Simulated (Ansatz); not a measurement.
**CH₆FInOSi: vertical ionisation energy**

The task here is to estimate one member of a computed series from the others.

Method: unrestricted cation, the program's frozen cores in correlated methods; program: Ansatz 0.2.0, Gaussian basis.

Levels to be run: UKS PBE-D4/def2-TZVPP; UKS r2SCAN-D4/def2-TZVPP; UKS PBE0-D4/def2-TZVPP; UKS B3LYP-D4/def2-TZVPP; UKS wB97X-V/def2-TZVPP; UKS wB97M-V/def2-TZVPP; UKS B2PLYP/def2-TZVPP; UHF-CCSD(T)/def2-TZVPP; UHF-MP2/def2-QZVPP; extrapolation to the limit; then −ε(HOMO) from the neutral's earlier runs with LDA (SPW92), PBE-D4, revPBE-D4, BLYP-D4, r2SCAN-D4, B97M-V, PBE0-D4, B3LYP-D4, r2SCANh-D4, r2SCAN0-D4, HSE06-D4, BHLYP-D4, CAM-B3LYP-D4, LC-ωPBE, ωB97X-V, ωB97M-V.

## The geometry

All runs share one geometry, relaxed beforehand with PBE0-D4 in a triple-zeta def2 set. In takes the def2 core potential; no spin-orbit term is included.

SMILES `[CH3][In]([F])[O][SiH3]`, 11 atoms, charge 0, spin multiplicity 1.

Atoms are counted from 1 here; the program's logs count them from 0.

Bond lengths: C1–In2 2.119 Å, C1–H6 1.089 Å, C1–H7 1.088 Å, C1–H8 1.090 Å, In2–F3 1.946 Å, In2–O4 1.970 Å, O4–Si5 1.625 Å, Si5–H9 1.489 Å, Si5–H10 1.489 Å, Si5–H11 1.497 Å. Angles: In2–C1–H6 109.4°, In2–C1–H7 109.1°, In2–C1–H8 108.7°, H6–C1–H7 110.5°, H6–C1–H8 109.5°, H7–C1–H8 109.6°, C1–In2–F3 123.8°, C1–In2–O4 130.3°, F3–In2–O4 106.0°, In2–O4–Si5 137.9°, O4–Si5–H9 110.7°, O4–Si5–H10 110.7°, O4–Si5–H11 111.3°, H9–Si5–H10 108.7°, H9–Si5–H11 107.7°, H10–Si5–H11 107.7°.

The first run:

Input file in.yaml:

```yaml
crystal:
  periodic: [false, false, false]
  atoms:
    - {symbol: C, position_ang: [-1.443970, -1.008726, 1.462805]}
    - {symbol: In, position_ang: [0.580060, -0.696379, 0.917705]}
    - {symbol: F, position_ang: [2.089201, -1.472801, 1.869870]}
    - {symbol: O, position_ang: [1.353846, 0.363678, -0.551868]}
    - {symbol: Si, position_ang: [0.825704, 1.273025, -1.790668]}
    - {symbol: H, position_ang: [-2.067615, -0.980212, 0.570979]}
    - {symbol: H, position_ang: [-1.533855, -1.972099, 1.961169]}
    - {symbol: H, position_ang: [-1.749022, -0.215156, 2.144587]}
    - {symbol: H, position_ang: [1.295619, 2.678635, -1.649891]}
    - {symbol: H, position_ang: [1.320145, 0.733085, -3.086708]}
    - {symbol: H, position_ang: [-0.670112, 1.296950, -1.847970]}
basis:
  gaussian: {orbitals: def2-TZVPP}
total_charge: 1
magnetization: {spin_polarized: true, initial_magnetization: 1}
hamiltonian: {xc: pbe, dispersion: d4}
```

On the command line:

```sh
$ ansatz run in.yaml --threads 2 --pin off --events-out ev --progress --plain --max-ram 32768MiB --backend cpu
```

Steps of the session up to this table: Cation, UKS PBE-D4/def2-TZVPP; Cation, UKS r2SCAN-D4/def2-TZVPP; Cation, UKS PBE0-D4/def2-TZVPP; Cation, UKS B3LYP-D4/def2-TZVPP; Cation, UKS wB97X-V/def2-TZVPP; Cation, UKS wB97M-V/def2-TZVPP; Cation, UKS B2PLYP (frozen core)/def2-TZVPP; Cation, UHF-CCSD(T)/def2-TZVPP; Cation, UHF-MP2/def2-QZVPP.

One table of the session follows, with a row left open; its other results are not shown here.

It belongs to the step «Ionisation energies side by side». Orbital estimates, from the neutral's runs:

```
  functional  −ε(HOMO) (eV)
 LDA (SPW92)           7.08
      PBE-D4              ?
   revPBE-D4           6.88
     BLYP-D4           6.84
   r2SCAN-D4           7.26
      B97M-V           7.37
     PBE0-D4           8.34
    B3LYP-D4           8.13
  r2SCANh-D4           7.79
  r2SCAN0-D4           8.57
    HSE06-D4           7.94
    BHLYP-D4           9.67
CAM-B3LYP-D4           9.75
     LC-ωPBE          11.08
     ωB97X-V          10.74
     ωB97M-V          10.63
```

**Question.** Estimate the row for PBE-D4.

The run gave: −ε(HOMO) (eV): 6.94. In the column «−ε(HOMO) (eV)» it lies between revPBE-D4 (6.88) and LDA (SPW92) (7.08).
